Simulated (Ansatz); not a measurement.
# C₈H₁₂O₂: a ladder of functionals and wavefunction methods

The task here is to estimate one member of a computed series from the others.

The runs use Ansatz 0.2.0, Gaussian basis; functionals in def2-TZVPP, the program's frozen cores in correlated methods.

The runs, in order: LDA (SPW92), PBE-D4, revPBE-D4, BLYP-D4, r2SCAN-D4, B97M-V, PBE0-D4, B3LYP-D4, r2SCANh-D4, r2SCAN0-D4, HSE06-D4, BHLYP-D4, CAM-B3LYP-D4, LC-ωPBE, ωB97X-V, ωB97M-V, B2PLYP, PBE-QIDH; CCSD(T)/def2-SVP; CCSD(T)/def2-TZVPP; MP2/def2-QZVPP; extrapolation to the limit; RPA on PBE.

### The relaxed structure

All runs share one geometry, relaxed beforehand with PBE0-D4 in a triple-zeta def2 set.

SMILES `CC1(C)CCC(=O)CC1=O`, 22 atoms, charge 0, spin multiplicity 1.

Atoms are counted from 1 here; the program's logs count them from 0.

Bond lengths: C1–C2 1.523 Å, C1–H11 1.093 Å, C1–H12 1.090 Å, C1–H13 1.093 Å, C2–C3 1.534 Å, C2–C4 1.531 Å, C2–C9 1.527 Å, C3–H14 1.093 Å, C3–H15 1.093 Å, C3–H16 1.091 Å, C4–C5 1.522 Å, C4–H17 1.096 Å, C4–H18 1.094 Å, C5–C6 1.512 Å, C5–H19 1.095 Å, C5–H20 1.093 Å, C6–O7 1.204 Å, C6–C8 1.508 Å and more. Angles: C2–C1–H11 111.2°, C2–C1–H12 110.5°, C2–C1–H13 110.1°, H11–C1–H12 108.1°, H11–C1–H13 108.1°, H12–C1–H13 108.8°, C1–C2–C3 109.7°, C1–C2–C4 110.5°, C1–C2–C9 109.3°, C3–C2–C4 111.1°, C3–C2–C9 106.1°, C4–C2–C9 110.2°, C2–C3–H14 109.7°, C2–C3–H15 112.6°, C2–C3–H16 110.0°, H14–C3–H15 108.0°, H14–C3–H16 108.7°, H15–C3–H16 107.7° and more.

The first run:

The input, in.yaml:

```yaml
crystal:
  periodic: [false, false, false]
  atoms:
    - {symbol: C, position_ang: [-0.278137, -1.979988, -0.999295]}
    - {symbol: C, position_ang: [-0.321206, -0.647011, -0.264245]}
    - {symbol: C, position_ang: [-1.772598, -0.300083, 0.090628]}
    - {symbol: C, position_ang: [0.315031, 0.454523, -1.116134]}
    - {symbol: C, position_ang: [0.363538, 1.807398, -0.419486]}
    - {symbol: C, position_ang: [0.808592, 1.719196, 1.022483]}
    - {symbol: O, position_ang: [0.747309, 2.654896, 1.776906]}
    - {symbol: C, position_ang: [1.327509, 0.371114, 1.457118]}
    - {symbol: C, position_ang: [0.419293, -0.778271, 1.065001]}
    - {symbol: O, position_ang: [0.282269, -1.731757, 1.785171]}
    - {symbol: H, position_ang: [0.743425, -2.238699, -1.289922]}
    - {symbol: H, position_ang: [-0.661783, -2.778688, -0.364337]}
    - {symbol: H, position_ang: [-0.885671, -1.928405, -1.906349]}
    - {symbol: H, position_ang: [-2.352048, -0.156197, -0.825317]}
    - {symbol: H, position_ang: [-1.853323, 0.611877, 0.687176]}
    - {symbol: H, position_ang: [-2.220618, -1.112774, 0.663932]}
    - {symbol: H, position_ang: [1.327823, 0.141942, -1.393990]}
    - {symbol: H, position_ang: [-0.239785, 0.540840, -2.054650]}
    - {symbol: H, position_ang: [1.052526, 2.487939, -0.930050]}
    - {symbol: H, position_ang: [-0.606487, 2.310742, -0.426038]}
    - {symbol: H, position_ang: [1.533983, 0.350046, 2.525378]}
    - {symbol: H, position_ang: [2.270366, 0.201348, 0.916009]}
basis:
  gaussian: {orbitals: def2-TZVPP}
hamiltonian: {xc: lda}
output: {orbitals: {seedname: orbitals}}
```

Launch:

```sh
$ ansatz run in.yaml --threads 5 --pin off --events-out ev --progress --plain --max-ram 66560MiB --backend cuda --devices 0, --max-vram 37GiB
```

Steps of the session up to this table: LDA; PBE-D4 (GGA); revPBE-D4 (GGA); BLYP-D4 (GGA); r2SCAN-D4 (meta-GGA); B97M-V (meta-GGA); PBE0-D4 (hybrid); B3LYP-D4 (hybrid); r2SCANh-D4 (hybrid); r2SCAN0-D4 (hybrid); HSE06-D4 (hybrid); BHLYP-D4 (hybrid); CAM-B3LYP-D4 (range-separated); LC-ωPBE (range-separated); ωB97X-V (range-separated); ωB97M-V (range-separated); B2PLYP (double hybrid); PBE-QIDH (double hybrid).

One of the session's tables, all rows but one given; the rest of the session is left out.

It belongs to the step «Frontier levels by functional». 

```
  functional  HOMO (eV)  gap (eV)
 LDA (SPW92)      -5.88      3.55
      PBE-D4      -5.69      3.61
   revPBE-D4      -5.61      3.64
     BLYP-D4      -5.60      3.65
   r2SCAN-D4      -5.98      4.11
      B97M-V      -6.15      4.36
     PBE0-D4          ?         ?
    B3LYP-D4      -7.02      5.77
  r2SCANh-D4      -6.57      5.10
  r2SCAN0-D4      -7.46      6.58
    HSE06-D4      -6.84      5.47
    BHLYP-D4      -8.78      8.98
CAM-B3LYP-D4      -8.71      8.90
     LC-ωPBE      -9.98     11.41
     ωB97X-V      -9.68     11.01
     ωB97M-V      -9.63     10.84
```

**Question.** Estimate the row for PBE0-D4.

The run gave: HOMO (eV): -7.25; gap (eV): 6.26. In the column «HOMO (eV)» it lies between r2SCAN0-D4 (-7.46) and B3LYP-D4 (-7.02).
